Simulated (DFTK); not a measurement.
The system is BiTe.

```xyz
2
Lattice="2.4227 1.3988 3.3173 -2.4227 1.3988 3.3173 0.0000 -2.7975 3.3173" Properties=species:S:1:pos:R:3 pbc="T T T"
Bi    0.0000    0.0000    4.9759
Te    0.0000    0.0000    0.0000
```

The cell comes from a database or a generator and needn't be the stable form of this composition.

Base run:

* Program: DFTK 0.8.2
* Functional: LDA
* Potentials or basis: SG15 1.2 (PBE)
* Cutoff: 1225 eV
* k mesh: 5 × 5 × 5
* Occupations: fermi-dirac, width 0.05 eV
* Spin: no spin polarisation

Its results: band gap on the k mesh none (metal or under the smearing width); pressure -3.6 GPa.

After a change of settings the same cell gave: band gap on the k mesh none (metal or under the smearing width); pressure -2.4 GPa. Which change was it?
A. functional from LDA to BLYP
B. functional from LDA to WC
C. functional from LDA to RPBE

B.

WC binds less tightly than LDA, so the same cell stands under more pressure.

Caveats: the potentials were made for another functional, which shifts forces and pressure; spin-orbit coupling is left out, which moves the levels of the heavy elements.

Runs at the PBE level aren't shown here.
